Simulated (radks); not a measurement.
# Numerical settings for Sb²⁺

How sensitive is the result for the antimony ion Sb2+ to mesh, mixing and thresholds? A default run comes first. The defaults are a mesh step of 0.008 in ln r, a mesh end at 40 bohr or more, Anderson mixing 0.5 over 9 steps and a tight residual threshold, with the energy settled to 1e-9 hartree as well; every run has a cap on iterations.

Program: radks (a radial shooting solver on a logarithmic mesh, Libxc functionals) version 1. Level of theory: scalar-relativistic Kohn-Sham, r2SCAN, spin-polarised, spherical densities, finite nucleus; open shells are filled with parallel spins first. These are calculated values, not measurements, unless marked.

## Step 1: The system

| Quantity | Value |
| --- | --- |
| element | antimony (Z = 51) |
| charge | +2 |
| electrons | 49 |
| configuration | [Kr] 4d10 5s2 5p1 |
| nuclear rms radius | 4.6802 fm |

The outer shells:

Sb²⁺
```
[Kr] core
4d [↑↓][↑↓][↑↓][↑↓][↑↓]
5s [↑↓]
5p [↑ ][  ][  ]
```

## Step 2: Default settings

Input:

```text
Z 51
configuration [Kr] 4d10 5s2 5p1
relativity scalar-relativistic
functional r2scan,r2scan
spin polarised
nucleus finite rms 4.6802 fm
c 137.035999084
max_iterations 89
```

Started as:

```
$ python run_ks.py task.json out
```

This one command runs every case of the session in turn.

## Step 3: Mesh step in ln r 0.12

Settings, as their differences from step 2:

```diff
@@ -7,2 +7,3 @@
 c 137.035999084
+mesh_step 0.12
 max_iterations 89
```

## Step 4: Mesh step in ln r 0.003

Settings, as their differences from step 3:

```diff
@@ -7,3 +7,3 @@
 c 137.035999084
-mesh_step 0.12
+mesh_step 0.003
 max_iterations 89
```

## Step 5: Mesh step in ln r 0.05

Settings, as their differences from step 4:

```diff
@@ -7,3 +7,3 @@
 c 137.035999084
-mesh_step 0.003
+mesh_step 0.05
 max_iterations 89
```

## Step 6: Mesh end (bohr) 1

Settings, as their differences from step 5:

```diff
@@ -7,3 +7,3 @@
 c 137.035999084
-mesh_step 0.05
+mesh_end 1
 max_iterations 89
```

## Step 7: Mesh end (bohr) 8

Settings, as their differences from step 6:

```diff
@@ -7,3 +7,3 @@
 c 137.035999084
-mesh_end 1
+mesh_end 8
 max_iterations 89
```

## Step 8: Residual threshold 0.01

Settings, as their differences from step 7:

```diff
@@ -7,3 +7,3 @@
 c 137.035999084
-mesh_end 8
+threshold 0.01
 max_iterations 89
```

## Step 9: Residual threshold 0.1

Settings, as their differences from step 8:

```diff
@@ -7,3 +7,3 @@
 c 137.035999084
-threshold 0.01
+threshold 0.1
 max_iterations 89
```

## Step 10: Mixing 1.5

Settings, as their differences from step 9:

```diff
@@ -7,3 +7,3 @@
 c 137.035999084
-threshold 0.1
+mixing 1.5
 max_iterations 89
```

## Step 11: Mixing history 1, mixing 0.2

Settings, as their differences from step 10:

```diff
@@ -7,3 +7,4 @@
 c 137.035999084
-mixing 1.5
+history 1
+mixing 0.2
 max_iterations 89
```

## Step 12: Mixing history 1, mixing 0.8

Settings, as their differences from step 11:

```diff
@@ -8,3 +8,3 @@
 history 1
-mixing 0.2
+mixing 0.8
 max_iterations 89
```

## Step 13: Mixing history 20

Settings, as their differences from step 12:

```diff
@@ -7,4 +7,3 @@
 c 137.035999084
-history 1
-mixing 0.8
+history 20
 max_iterations 89
```

## Step 14: Iteration cap 2

Settings, as their differences from step 13:

```diff
@@ -7,3 +7,2 @@
 c 137.035999084
-history 20
-max_iterations 89
+max_iterations 2
```

Q: Predict the outcome of this session. Wanted: for each run, setting; iterations; converged; change of E.

The runs gave:

| setting | mesh points | iterations | converged | change of E (mhartree) | time |
| --- | --- | --- | --- | --- | --- |
| Default settings | 2254 | 13 | yes | 0 | 0.22 s |
| mesh step in ln r 0.12 | 151 | 2 | no | - | 0.01 s |
| mesh step in ln r 0.003 | 6009 | 18 | yes | 0 | 0.72 s |
| mesh step in ln r 0.05 | 361 | 11 | yes | +3.804 | 0.04 s |
| mesh end (bohr) 1 | 1727 | 11 | no | - | 0.16 s |
| mesh end (bohr) 8 | 1987 | 13 | yes | +0.05362 | 0.21 s |
| residual threshold 0.01 | 2254 | 10 | yes | +0.0001658 | 0.19 s |
| residual threshold 0.1 | 2254 | 10 | yes | +0.0001658 | 0.18 s |
| mixing 1.5 | 2254 | 12 | yes | 0 | 0.21 s |
| mixing history 1, mixing 0.2 | 2254 | 63 | yes | +0.0004801 | 0.89 s |
| mixing history 1, mixing 0.8 | 2254 | 35 | no | - | 0.51 s |
| mixing history 20 | 2254 | 13 | yes | 0 | 0.22 s |
| iteration cap 2 | 2254 | 2 | no | - | 0.05 s |

**Reading.** A zero stands for a change under the printed digits. Converged yet off by more than 1 mhartree: mesh step in ln r 0.05. Convergence of the cycle says nothing about the mesh. Not converged or rejected: mesh step in ln r 0.12; mesh end (bohr) 1; mixing history 1, mixing 0.8; iteration cap 2. A mesh that ends early acts as a hard wall.
